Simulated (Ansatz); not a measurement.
# BaNa2MnP2O8: the cost of one run

Computed with Ansatz 0.2.0 (DFT r²SCAN, scalar-relativistic, plane waves, PAW (the target; the first runs use scalar-relativistic PBE), unless a step's input says otherwise).

### 1 Starting point

The structure is trigonal, space group P-3m1 (No. 164). The conventional cell has a = 5.376 Å, b = 5.376 Å, c = 7.100 Å, α = 90.00°, β = 90.00°, γ = 120.00°. Na (site symmetry 3m) has 7 O at 2.45 to 2.69 Å in its first shell of neighbours. Ba (site symmetry -3m) is surrounded by 12 O at 2.81 to 3.11 Å. Mn (site symmetry -3m) is surrounded by 6 O at 2.08 Å. P (site symmetry 3m) is surrounded by 4 O at 1.55 to 1.56 Å. O (site symmetry 3m) is surrounded by 1 P at 1.55 Å. O (site symmetry m) is surrounded by 1 P at 1.56 Å and 1 Mn at 2.08 Å.

Coordinates:

```
CELL_PARAMETERS angstrom
5.37610 0.00000 0.00000
-2.68805 4.65584 0.00000
0.00000 0.00000 7.09990
ATOMIC_POSITIONS crystal
Na 0.33333 0.66667 0.18092
Na 0.66667 0.33333 0.81908
Ba 0.00000 0.00000 0.50000
Mn 0.00000 0.00000 0.00000
P 0.33333 0.66667 0.74321
P 0.66667 0.33333 0.25679
O 0.33333 0.66667 0.52536
O 0.66667 0.33333 0.47464
O 0.82293 0.64586 0.17869
O 0.82293 0.17707 0.17869
O 0.35414 0.17707 0.17869
O 0.17707 0.35414 0.82132
O 0.17707 0.82293 0.82132
O 0.64586 0.82293 0.82132
```

Starting moments: Mn 5.00 μB.

### 2 Full relaxation (PBE, 4×4×4 mesh)

Input file input.yaml:

```yaml
crystal:
  lattice:
    - [5.3761, 0.0, 0.0]
    - [-2.68805, 4.65583917, 0.0]
    - [0.0, 0.0, 7.0999]
  atoms:
    - { symbol: Na, position: [0.33333333, 0.66666667, 0.180922] }
    - { symbol: Na, position: [0.66666667, 0.33333333, 0.819078] }
    - { symbol: Ba, position: [0.0, 0.0, 0.5] }
    - { symbol: Mn, position: [0.0, 0.0, 0.0], spin: 5.0 }
    - { symbol: P, position: [0.33333333, 0.66666667, 0.743207] }
    - { symbol: P, position: [0.66666667, 0.33333333, 0.256793] }
    - { symbol: O, position: [0.33333333, 0.66666667, 0.525363] }
    - { symbol: O, position: [0.66666667, 0.33333333, 0.474637] }
    - { symbol: O, position: [0.8229305, 0.645861, 0.178685] }
    - { symbol: O, position: [0.8229305, 0.1770695, 0.178685] }
    - { symbol: O, position: [0.354139, 0.1770695, 0.178685] }
    - { symbol: O, position: [0.1770695, 0.354139, 0.821315] }
    - { symbol: O, position: [0.1770695, 0.8229305, 0.821315] }
    - { symbol: O, position: [0.645861, 0.8229305, 0.821315] }
basis:
  ecutwfc: 420
  ecutrho_ratio: 4
kpoints:
  mp_grid: { grid: [4, 4, 4] }
hamiltonian:
  xc: pbe
scf:
  occupations: { method: gaussian, width: 0.05 }
output:
  forces: true
  stress: true
  eigenvalues: true
  populations: true
magnetization:
  spin_polarized: true
relax:
  f_tol: 0.03
  max_steps: 60
  cell: { stress_tol: 0.3 }
```

On the command line:

```bash
> ansatz run input.yaml --threads 4 --pin off --max-ram 10240MiB --backend cpu --events-out ev --progress --plain --runs-dir out
```

What time and memory should one allow on 4 threads of Arm Neoverse V1, shared host?

About 68 s, with a peak of 0.82 GiB.
